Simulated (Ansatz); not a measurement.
I need a saddle search for pyramidal inversion of H₃PTe, SMILES P[TeH]. Use the Ansatz DFT code, driven from Python. Use (for the species named): MP2, def2-TZVP basis, multiplicity 1.

```xyz
5

P    -0.8405   -0.4820    0.3181
Te    1.2169    0.8686    0.4427
H    -0.3452   -1.6126    0.9191
H    -0.5524   -0.8883   -1.0494
H     0.5711    2.0406   -0.6718
```

Script `run_ts.py`:
```python
"""Inversion barrier of H3PTe: minimum and transition state."""

import ansatz as az
import numpy as np

geometry_ang = [
    ("P", (-0.8405, -0.482, 0.3181)),
    ("Te", (1.2169, 0.8686, 0.4427)),
    ("H", (-0.3452, -1.6126, 0.9191)),
    ("H", (-0.5524, -0.8883, -1.0494)),
    ("H", (0.5711, 2.0406, -0.6718)),
]
h3pte = az.Crystal.molecule()
for symbol, xyz in geometry_ang:
    h3pte = h3pte.atom(symbol, xyz)

setup = (
    h3pte.calculation()
    .basis(gaussian="def2-TZVP")
    .correlation("mp2")
    .scf(lower_state_search="light")
)
symbols = [site.symbol for site in h3pte.cartesian_sites]
start = np.array([site.position_ang for site in h3pte.cartesian_sites], dtype=float)
data = setup.relax(force_tolerance=0.005).run(threads=1).report
end = np.array(data["positions_ang"])

# start with the apex atom pushed most of the way into the plane of its neighbours
a, b, d = end[[1, 2, 3]]
normal = np.cross(b - a, d - a)
normal /= np.linalg.norm(normal)
flat = end.copy()
flat[0] -= 0.8 * ((end[0] - a) @ normal) * normal
guess = np.zeros_like(flat)
guess[0] = normal
near = az.Crystal.molecule()
for symbol, place in zip(symbols, flat):
    near = near.atom(symbol, place.tolist())
search = (
    near.calculation()
    .basis(gaussian="def2-TZVP")
    .correlation("mp2")
    .scf(lower_state_search="light")
    .saddle(mode_guess=guess.tolist(), force_tolerance=0.01, max_steps=40)
)
steps = []
top = search.session().plan().execute(on_event=lambda e: steps.append(e["data"]) if e["event"] == "saddle_step" else None).report
for s in steps:
    print(f"step {s['step']:2d}  E = {s['lagrangian_ev']:.5f} eV  force {s['allowed_force_max_ev_ang']:.4f} eV/A  curvature {s['curvature_ev_ang2']:.3f} eV/A^2")
print(f"minimum {data['free_energy_ev']:.5f} eV, saddle {top['free_energy_ev']:.5f} eV")
print(f"electronic barrier {(top['free_energy_ev'] - data['free_energy_ev']):.2f} eV")
saddle = np.array(top["positions_ang"])
print("final positions (A) and the move of each atom")
for symbol, xyz, old in zip(symbols, saddle, end):
    print(f"{symbol:2s} {xyz[0]:10.5f} {xyz[1]:10.5f} {xyz[2]:10.5f}   {np.linalg.norm(xyz - old):7.4f}")
```

Running `python run_ts.py` prints:
```text
step  1  E = -16598.51337 eV  force 10.5470 eV/A  curvature -39.111 eV/A^2
step  2  E = -16600.03885 eV  force 5.1832 eV/A  curvature -24.040 eV/A^2
step  3  E = -16600.76813 eV  force 0.5930 eV/A  curvature -10.888 eV/A^2
step  4  E = -16600.75943 eV  force 0.3270 eV/A  curvature -12.303 eV/A^2
step  5  E = -16600.76384 eV  force 0.1390 eV/A  curvature -11.935 eV/A^2
step  6  E = -16600.76487 eV  force 0.0247 eV/A  curvature -11.674 eV/A^2
step  7  E = -16600.76491 eV  force 0.0117 eV/A  curvature -11.647 eV/A^2
step  8  E = -16600.76491 eV  force 0.0030 eV/A  curvature -11.661 eV/A^2
minimum -16602.01214 eV, saddle -16600.76491 eV
electronic barrier 1.25 eV
final positions (A) and the move of each atom
P    -0.13039   -0.81583    0.01301    0.7970
Te    1.47480    0.87408   -0.05621    0.1816
H    -0.59885   -1.34814    1.20212    0.1953
H    -0.64171   -1.40303   -1.13178    0.1945
H     0.45862    2.18111   -0.06854    0.0935
```

The settings weren't tested for convergence. The energies are electronic: no zero-point or thermal terms, and the basis set is short of its limit. No separate frequency run checks the order of the saddle point. def2 sets replace the cores of elements past krypton by effective core potentials. Finished in 3.9 min on 1 thread of Arm Neoverse V1, with other jobs on the host, peak memory 0.32 GiB.
